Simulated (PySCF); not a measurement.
# Ways to converge the SCF of Te2 (triplet)

Do solver options change the result for Te2 (triplet), or only the number of cycles?

Program: PySCF 2.14.0. Level of theory: method and basis as typed in the scripts. These are calculated values, not measurements.

5 further runs of the same task are left out: 2 for a known fault of the program, 3 that didn't finish.

## Step 1: Where the work starts

Te2 (triplet): 2 atoms, charge 0, spin multiplicity 3.

Bond lengths: Te1–Te2 2.772 Å.

## Step 2: The run that the others are compared with

input.py reads:

```python
from pyscf import gto, scf, mcscf

mol = gto.M(
    atom='Te 0 0 0; Te 0 0 2.772',
    basis='def2-svp',
    ecp={'Te': 'def2-svp'},
    charge=0,
    spin=2,
    verbose=4,
)
mf = scf.ROHF(mol)
mf.kernel()
mc = mcscf.CASSCF(mf, 6, 6)
mc.kernel()
mc.analyze()
mf.dip_moment()
print('orbital energies (hartree):', mf.mo_energy[..., max(0, mol.nelec[1]-3):mol.nelec[0]+3].round(4))
```

On the command line:

```bash
> OMP_NUM_THREADS=1 python input.py
```

The log of this run is left out.

It gives: E(SCF) = -534.000024 Eh, 8 cycles, E(CAS) − E(SCF) = -0.03144 Eh, μ = 0.00 D (of the SCF density).

The bond length is a typed value, not an optimised one. The triplet is typed in the script; nothing here shows that it is the ground state.

## Step 3: DIIS space 4

Run 1 changes DIIS space: default → 4.

input.py reads:

```python
from pyscf import gto, scf, mcscf

mol = gto.M(
    atom='Te 0 0 0; Te 0 0 2.772',
    basis='def2-svp',
    ecp={'Te': 'def2-svp'},
    charge=0,
    spin=2,
    verbose=4,
)
mf = scf.ROHF(mol)
mf.diis_space = 4
mf.kernel()
mc = mcscf.CASSCF(mf, 6, 6)
mc.kernel()
mc.analyze()
mf.dip_moment()
print('orbital energies (hartree):', mf.mo_energy[..., max(0, mol.nelec[1]-3):mol.nelec[0]+3].round(4))
```

On the command line:

```bash
> OMP_NUM_THREADS=1 python input.py
```

## Step 4: Smearing width 0.2 hartree

Run 2 changes smearing width: none → 0.2 hartree; step after the SCF: casscf → none.

Edit input.py of step 2 so:

```diff
@@ -1,2 +1,2 @@
-from pyscf import gto, scf, mcscf
+from pyscf import gto, scf
 
@@ -11,6 +11,4 @@
 mf = scf.ROHF(mol)
+mf = scf.addons.smearing_(mf, sigma=0.2, method='fermi')
 mf.kernel()
-mc = mcscf.CASSCF(mf, 6, 6)
-mc.kernel()
-mc.analyze()
 mf.dip_moment()
```

## Step 5: Smearing width 0.05 hartree

Run 3 changes smearing width: none → 0.05 hartree; step after the SCF: casscf → none.

Edit input.py of step 2 so:

```diff
@@ -1,2 +1,2 @@
-from pyscf import gto, scf, mcscf
+from pyscf import gto, scf
 
@@ -11,6 +11,4 @@
 mf = scf.ROHF(mol)
+mf = scf.addons.smearing_(mf, sigma=0.05, method='fermi')
 mf.kernel()
-mc = mcscf.CASSCF(mf, 6, 6)
-mc.kernel()
-mc.analyze()
 mf.dip_moment()
```

## Step 6: Convergence threshold 1e-16 hartree

Run 4 changes convergence threshold: default → 1e-16 hartree.

Edit input.py of step 2 so:

```diff
@@ -11,2 +11,3 @@
 mf = scf.ROHF(mol)
+mf.conv_tol = 1e-16
 mf.kernel()
```

Q: Predict the outcome of this session. Wanted: for each run, E(SCF); from base; after the SCF.

**Answer**, as computed:

```tsv
run	E(SCF) (hartree)	from base (eV)	cycles	after the SCF
base	-534.000024	0	8	CASSCF correlation -0.856 eV
DIIS space 4	-534.000024	0.0000	9	CASSCF correlation -0.856 eV
smearing width 0.2 hartree (poor choice)	-532.419954	not comparable	11	n/a
smearing width 0.05 hartree (poor choice)	-533.820772	not comparable	13	n/a
convergence threshold 1e-16 hartree	-534.000024	0.0000	12	CASSCF correlation -0.856 eV
```

Distance from each run's final energy (log10 hartree) by cycle:

```tsv
run	cycle 1	cycle 2	cycle 3	cycle 5	cycle 8	cycle 12
base	0.0	-1.1	-2.9	-5.1	< -11	done
DIIS space 4	0.0	-1.1	-2.9	-5.1	-10.1	done
smearing width 0.2 hartree (poor choice)	-0.3	-0.6	-2.1	-3.1	-6.1	done
smearing width 0.05 hartree (poor choice)	0.1	-0.9	-2.1	-3.2	-6.2	-9.1
convergence threshold 1e-16 hartree	0.0	-1.1	-2.9	-5.1	< -11	< -11
```

**Reading.** With DIIS space 4 or convergence threshold 1e-16 hartree the SCF ends at the base energy. Rows marked «poor choice» come from settings spoiled on purpose.
